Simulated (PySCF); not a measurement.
# HfCl₃⁺: relaxation and vibrations of the singlet

The task is one start of a wider search on HfCl₃⁺: the singlet, from a trigonal planar start. It is relaxed, tested by its Hessian and followed downhill if it is a saddle.

Program: PySCF 2.14.0. Level of theory: PBE0, basis Hf def2-TZVP with ECP60, Cl def2-TZVP, scalar-relativistic core potentials, no spin–orbit coupling, density fitting. These are calculated values, not measurements.

### 1 The system as given

4 atoms, charge 1, spin multiplicity 1.

Bond lengths: Hf1–Cl2 2.460 Å, Hf1–Cl3 2.460 Å, Hf1–Cl4 2.460 Å. Angles: Cl2–Hf1–Cl3 120.0°, Cl2–Hf1–Cl4 120.0°, Cl3–Hf1–Cl4 120.0°.

```xyz
4
charge 1 multiplicity 1
Hf    0.0000    0.0000    0.0000
Cl    2.4598    0.0000    0.0000
Cl   -1.2299    2.1302    0.0000
Cl   -1.2299   -2.1302    0.0000
```

### 2 First SCF at the start

The steps below are one call of a driver around PySCF. For each, scf.py gives the equivalent set-up of the SCF; relaxations use the driver's own optimiser. After this first run the driver tries any further starts and a stability analysis.

scf.py

```python
from pyscf import gto, scf, dft
mol = gto.M(atom='''
Hf     0.000000     0.000000     0.000000
Cl     2.459800     0.000000     0.000000
Cl    -1.229900     2.130200     0.000000
Cl    -1.229900    -2.130200     0.000000''',
    basis={'Hf': 'def2-TZVP', 'Cl': 'def2-TZVP'},
    ecp={'Hf': 'def2-TZVP'},
    charge=1, spin=0)
mf = dft.RKS(mol, xc='PBE0')
mf.grids.atom_grid = (50, 194)
aux = {'Hf': 'def2-universal-JKFIT', 'Cl': 'def2-universal-JKFIT'}
mf = mf.density_fit(auxbasis=aux)
mf.conv_tol = 1e-08
mf.diis_space = 10
mf.max_cycle = 60
mf.init_guess = 'minao'
mf.verbose = 4
mf.kernel()
```

Command:

```bash
OMP_NUM_THREADS=4 python axn.py task.json out
```

The log of the run:

```text
init E= -1409.7596481061
  HOMO = -0.482827269338323  LUMO = -0.307229435786493  gap/eV = 4.77826
cycle= 1 E= -1428.0336099368  delta_E= -18.3  |g|= 0.406  |ddm|= 5.77
  HOMO = -0.502384455431206  LUMO = -0.442224065605111  gap/eV = 1.63705
cycle= 2 E= -1427.71886272816  delta_E= 0.315  |g|= 1.15  |ddm|= 1.12
  HOMO = -0.523789115033872  LUMO = -0.364061952170475  gap/eV = 4.34640
cycle= 3 E= -1428.07811534884  delta_E= -0.359  |g|= 0.0859  |ddm|= 0.821
  HOMO = -0.537827917504521  LUMO = -0.37718266013226  gap/eV = 4.37138
cycle= 4 E= -1428.07913068638  delta_E= -0.00102  |g|= 0.0522  |ddm|= 0.0987
  HOMO = -0.53489515566231  LUMO = -0.370276487295345  gap/eV = 4.47950
cycle= 5 E= -1428.0799320431  delta_E= -0.000801  |g|= 0.00394  |ddm|= 0.0438
  HOMO = -0.534404155291915  LUMO = -0.369888179424886  gap/eV = 4.47671
cycle= 6 E= -1428.0799365356  delta_E= -4.49e-06  |g|= 0.000892  |ddm|= 0.00431
  HOMO = -0.534489462254777  LUMO = -0.370053887989201  gap/eV = 4.47452
cycle= 7 E= -1428.07993675532  delta_E= -2.2e-07  |g|= 0.000114  |ddm|= 0.00105
  HOMO = -0.534491294328251  LUMO = -0.370049539855691  gap/eV = 4.47469
cycle= 8 E= -1428.07993676807  delta_E= -1.27e-08  |g|= 2.75e-05  |ddm|= 0.000445
  HOMO = -0.534490281014231  LUMO = -0.37004632374938  gap/eV = 4.47475
cycle= 9 E= -1428.07993676824  delta_E= -1.76e-10  |g|= 1.96e-05  |ddm|= 4.41e-05
  HOMO = -0.534490070944314  LUMO = -0.370045734693968  gap/eV = 4.47476
Extra cycle  E= -1428.07993676808  delta_E= 1.64e-10  |g|= 3.07e-05  |ddm|= 4.57e-05
converged SCF energy = -1428.07993676808
```

This step, with its further starts and checks, took 14 s on 4 threads of Arm Neoverse V2, shared host.

Energies from each starting density:

```
                      start   energy (Eh)
    the minimal-basis guess  -1428.079937
a thermally smeared density  -1428.079937
      a smeared PBE density  -1428.079937
```

No lower closed-shell solution turned up from the other starts or in the test of internal stability.

### 3 Relaxing the singlet from the trigonal planar start

The program finds D3h symmetry in the start, which this walk keeps.

scf.py: that of step 2 with these lines changed.

```diff
@@ -4,3 +4,3 @@
-Cl     2.459800     0.000000     0.000000
-Cl    -1.229900     2.130200     0.000000
-Cl    -1.229900    -2.130200     0.000000''',
+Cl     2.459772    -0.000000     0.000000
+Cl    -1.229886     2.130225     0.000000
+Cl    -1.229886    -2.130225     0.000000''',
@@ -17 +16,0 @@
-mf.init_guess = 'minao'
```

Energy and gradient, step by step:

```
step   energy (Eh)  change (kJ/mol)  largest symmetric gradient (Eh/bohr)
   0  -1428.079937             0.00                               0.05835
   1  -1428.110627           -80.58                               0.02564
   2  -1428.114874           -91.73                               0.01104
   3  -1428.115591           -93.61                               0.00132
   4  -1428.115603           -93.64                               0.00006
```

The walk took 15 s.

Positions (Å) and forces (eV/Å) along the way:

```
step 0
Hf   0.000   0.000   0.000  -0.019   0.000   0.000
Cl   2.460   0.000   0.000  -2.998   0.000   0.000
Cl  -1.230   2.130   0.000   1.509  -2.595   0.000
Cl  -1.230  -2.130   0.000   1.509   2.595   0.000
step 1
Hf   0.000   0.000   0.000  -0.015   0.000   0.000
Cl   2.335   0.000   0.000  -1.321   0.000   0.000
Cl  -1.168   2.022   0.000   0.668  -1.135   0.000
Cl  -1.168  -2.022   0.000   0.668   1.135   0.000
step 2
Hf   0.000   0.000   0.000  -0.025   0.000   0.000
Cl   2.246   0.000   0.000   0.572   0.000   0.000
Cl  -1.123   1.945   0.000  -0.273   0.496   0.000
Cl  -1.123  -1.945   0.000  -0.273  -0.496   0.000
step 3
Hf   0.000   0.000   0.000  -0.025   0.000   0.000
Cl   2.273   0.000   0.000  -0.065   0.000   0.000
Cl  -1.136   1.968   0.000   0.045  -0.055   0.000
Cl  -1.136  -1.968   0.000   0.045   0.055   0.000
step 4
Hf   0.000   0.000   0.000  -0.025   0.000   0.000
Cl   2.270   0.000   0.000   0.000   0.000   0.000
Cl  -1.135   1.966   0.000   0.012   0.002   0.000
Cl  -1.135  -1.966   0.000   0.012  -0.002   0.000
```

End point (D3h, 4 steps, 93.6 kJ/mol gained): Hf–Cl 2.270 Å (×3); Cl–Hf–Cl 120.0° (×3).

### 4 Hessian and properties

The point is checked on the finer grid, and tightened if its gradient asks for it. The Hessian and the dipole derivatives come from central differences of analytic gradients, with steps of 0.02 bohr.

scf.py: that of step 3 with these lines changed.

```diff
@@ -4,3 +4,3 @@
-Cl     2.459772    -0.000000     0.000000
-Cl    -1.229886     2.130225     0.000000
-Cl    -1.229886    -2.130225     0.000000''',
+Cl     2.269923    -0.000000     0.000000
+Cl    -1.134962     1.965811     0.000000
+Cl    -1.134962    -1.965811     0.000000''',
@@ -11 +11 @@
-mf.grids.atom_grid = (50, 194)
+mf.grids.atom_grid = (75, 302)
@@ -14 +14 @@
-mf.conv_tol = 1e-08
+mf.conv_tol = 1e-10
```

The driver hands on the density of the step before, so the log starts near convergence.

SCF at the final geometry:

```text
init E= -1428.11584431381
  HOMO = -0.545623112821408  LUMO = -0.348557702655451  gap/eV = 5.36242
cycle= 1 E= -1428.1158443138  delta_E= 1e-11  |g|= 8.89e-06  |ddm|= 1.15e-05
  HOMO = -0.545622719671698  LUMO = -0.348559600942759  gap/eV = 5.36236
Extra cycle  E= -1428.11584431376  delta_E= 4.77e-11  |g|= 1.6e-05  |ddm|= 1.96e-05
converged SCF energy = -1428.11584431376
```

The whole step took 33 s.

Geometry: D3h; Hf–Cl 2.270 Å (×3); Cl–Hf–Cl 120.0° (×3).

Harmonic modes (main isotopes):

| symmetry | ω (cm⁻¹) | IR (km/mol) | μ (u) |
| --- | --- | --- | --- |
| a2'' | 65i | 18.7 | 49.72 |
| e' | 94 | 1.0 | 38.86 |
| a1' | 422 | 0.0 | 34.97 |
| e' | 448 | 178 | 43.53 |

1 mode is imaginary, the largest at 65i cm⁻¹: a saddle point, not a minimum.

Constants and moments:

- Dipole moment about the centre of mass: 0.00 D
- Highest occupied level: -14.85 eV
- Lowest empty level: -9.48 eV
- Rotational constants: 0.06237, 0.06237, 0.03119 cm⁻¹
- Zero-point energy (real modes): 9.0 kJ/mol
- Principal polarisabilities: 44.1, 79.8, 79.8 bohr³
- Principal traceless quadrupole moments about the centre of mass: -1.44, -1.44, 2.88 D Å

Charges (e) and bond orders:

```json
{"atom": "Hf1", "Mulliken": "1.42", "Löwdin": "0.26", "polar tensor": "2.42", "Mayer order to Hf1": "–"}
{"atom": "Cl2,3,4", "Mulliken": "-0.14", "Löwdin": "0.25", "polar tensor": "-0.47", "Mayer order to Hf1": "1.39"}
```

Outer orbital energies (eV). occupied: -16.45, -16.45, -15.65, -15.65, -15.24, -15.24, -15.23, -14.85; empty: -9.48, -8.25, -8.25, -6.74.

Mulliken populations on Hf1 (outside its core potential): s 2.35, p 6.33, d 1.78, f 0.12.

### 5 Leaving the saddle point

The start is the last point, displaced along its most imaginary mode.

The program finds C3v symmetry in the start, which this walk keeps. Threshold on the gradient: 0.0003 Eh/bohr, with a further test on the energy change.

scf.py: that of step 4 with these lines changed.

```diff
@@ -3,4 +3,4 @@
-Hf     0.000000     0.000000     0.000000
-Cl     2.269923    -0.000000     0.000000
-Cl    -1.134962     1.965811     0.000000
-Cl    -1.134962    -1.965811     0.000000''',
+Hf    -0.000000     0.000000    -0.145747
+Cl     2.269923    -0.000000     0.250000
+Cl    -1.134962     1.965811     0.250000
+Cl    -1.134962    -1.965811     0.250000''',
@@ -11 +11 @@
-mf.grids.atom_grid = (75, 302)
+mf.grids.atom_grid = (50, 194)
@@ -14 +14 @@
-mf.conv_tol = 1e-10
+mf.conv_tol = 1e-08
```

Energy and gradient, step by step:

```
step   energy (Eh)  change (kJ/mol)  largest symmetric gradient (Eh/bohr)
   0  -1428.116681             0.00                               0.01594
   1  -1428.118969            -6.01                               0.00487
   2  -1428.120332            -9.59                               0.00283
   3  -1428.120389            -9.74                               0.01382
   4  -1428.121056           -11.49                               0.00309
   5  -1428.121137           -11.70                               0.00069
   6  -1428.121147           -11.73                               0.00021
   7  -1428.121147           -11.73                               0.00001
```

The walk took 24 s.

Positions (Å) and forces (eV/Å) along the way:

```
step 0
Hf   0.000   0.000  -0.146   0.037   0.000   0.224
Cl   2.270   0.000   0.250  -0.824   0.000  -0.070
Cl  -1.135   1.966   0.250   0.394  -0.716  -0.077
Cl  -1.135  -1.966   0.250   0.394   0.716  -0.077
step 1
Hf   0.000   0.000  -0.195   0.040   0.000  -0.071
Cl   2.227   0.000   0.266  -0.260   0.000   0.040
Cl  -1.114   1.929   0.266   0.110  -0.220   0.016
Cl  -1.114  -1.929   0.266   0.110   0.220   0.016
step 4
Hf   0.000   0.000  -0.402  -0.027   0.000  -0.159
Cl   2.129   0.000   0.335   0.081   0.000   0.049
Cl  -1.065   1.844   0.335  -0.027   0.058   0.055
Cl  -1.065  -1.844   0.335  -0.027  -0.058   0.055
step 7
Hf   0.000   0.000  -0.435  -0.033   0.000  -0.001
Cl   2.116   0.000   0.346   0.014   0.000  -0.012
Cl  -1.058   1.832   0.346   0.009  -0.002   0.006
Cl  -1.058  -1.832   0.346   0.009   0.002   0.006
```

End point (C3v, 7 steps, 11.7 kJ/mol gained): Hf–Cl 2.256 Å (×3); Cl–Hf–Cl 108.7° (×3).

### 6 Hessian and properties

As before: finer grid, then central differences.

scf.py: that of step 5 with these lines changed.

```diff
@@ -3,4 +3,4 @@
-Hf    -0.000000     0.000000    -0.145747
-Cl     2.269923    -0.000000     0.250000
-Cl    -1.134962     1.965811     0.250000
-Cl    -1.134962    -1.965811     0.250000''',
+Hf    -0.000000    -0.000000    -0.270476
+Cl     2.124750    -0.000000     0.488034
+Cl    -1.062375     1.840087     0.488034
+Cl    -1.062375    -1.840087     0.488034''',
@@ -11 +11 @@
-mf.grids.atom_grid = (50, 194)
+mf.grids.atom_grid = (75, 302)
@@ -14 +14 @@
-mf.conv_tol = 1e-08
+mf.conv_tol = 1e-10
```

SCF at the final geometry:

```text
init E= -1428.12116597871
  HOMO = -0.536094408093149  LUMO = -0.329831422555981  gap/eV = 5.61270
cycle= 1 E= -1428.12116597871  delta_E= 4.55e-13  |g|= 1.91e-06  |ddm|= 2.24e-06
  HOMO = -0.536094267982858  LUMO = -0.329831945751881  gap/eV = 5.61268
Extra cycle  E= -1428.1211659787  delta_E= 6.37e-12  |g|= 3.96e-06  |ddm|= 4.52e-06
converged SCF energy = -1428.1211659787
```

The whole step took 53 s on 4 threads of Arm Neoverse V2, shared host.

Geometry: C3v; Hf–Cl 2.256 Å (×3); Cl–Hf–Cl 109.3° (×3).

Modes, for the most abundant isotopes:

```csv
symmetry,ω (cm⁻¹),IR (km/mol),type
a1,84,7.1,bend
e,113,0.9,bend
a1,439,5.6,stretch
e,444,158,stretch
```

All wavenumbers are real: a minimum.

Properties at this point:

```yaml
Dipole_moment_about_the_centre_of_mass: 3.62 D
Highest_occupied_level: -14.59 eV
Lowest_empty_level: -8.98 eV
Rotational_constants: 0.06132, 0.06132, 0.03559 cm⁻¹
Zero-point_energy: 9.8 kJ/mol
Principal_polarisabilities: 45.4, 77.6, 77.6 bohr³
Principal_traceless_quadrupole_moments_about_the_centre_of_mass: -2.03, -2.03, 4.05 D Å
Entropy_at_298.15_K_and_1_bar: 344.2 J/(mol K)
Heat_capacity_Cp_at_298.15_K: 75.0 J/(mol K)
Enthalpy_at_298.15_K_above_0_K: 17.79 kJ/mol
Rotational_symmetry_number: 3
```

Populations by atom (charges in e):

```tsv
atom	Mulliken	Löwdin	polar tensor	Mayer order to Hf1
Hf1	1.37	0.19	2.27	–
Cl2,3,4	-0.12	0.27	-0.42	1.42
```

Outer orbital energies (eV). occupied: -16.25, -16.25, -15.70, -15.70, -15.42, -14.96, -14.96, -14.59; empty: -8.98, -7.91, -7.91, -6.70.

Mulliken populations on Hf1 (outside its core potential): s 2.37, p 6.27, d 1.87, f 0.12.

### 7 Would spin polarisation lower it?

At the lowest minimum the closed shell is tested against spin polarisation, on the (50, 194) grid. It is stable.

### 8 The points found, side by side

| spin | group | bonds | imaginary modes (cm⁻¹) | ΔE (kJ/mol) | with zero-point energy |
| --- | --- | --- | --- | --- | --- |
| singlet | C3v | Hf–Cl 2.256 Å (×3) | none | 0.0 | 0.0 |
| singlet | D3h | Hf–Cl 2.270 Å (×3) | 65i | 14.0 | – |

### 9 What came out

| quantity | value |
| --- | --- |
| minimum | singlet, C3v |
| geometry | Hf–Cl 2.256 Å (×3); Cl–Hf–Cl 109.3° (×3) |
| wavenumbers (cm⁻¹) | 84 (a1), 113 (e), 439 (a1), 444 (e) |
| dipole moment (centre of mass) | 3.62 D |
| highest occupied, lowest empty level | -14.59, -8.98 eV |
| polar-tensor charge of Hf1 | +2.27 e |
| zero-point energy | 9.8 kJ/mol |
| entropy at 298.15 K | 344.2 J/(mol K) |

What this shows: The trigonal planar start (D3h) ends in a minimum of C3v symmetry, after a stop at a saddle point 14.0 kJ/mol higher, from which it was pushed off along an imaginary mode. In the infrared the band at 444 cm⁻¹ (e, stretch) leads. Only this shape and spin were tried, so other structures or states may lie lower. Spin–orbit coupling, left out here, can matter for elements this heavy.

The search up to here took 2.4 min.
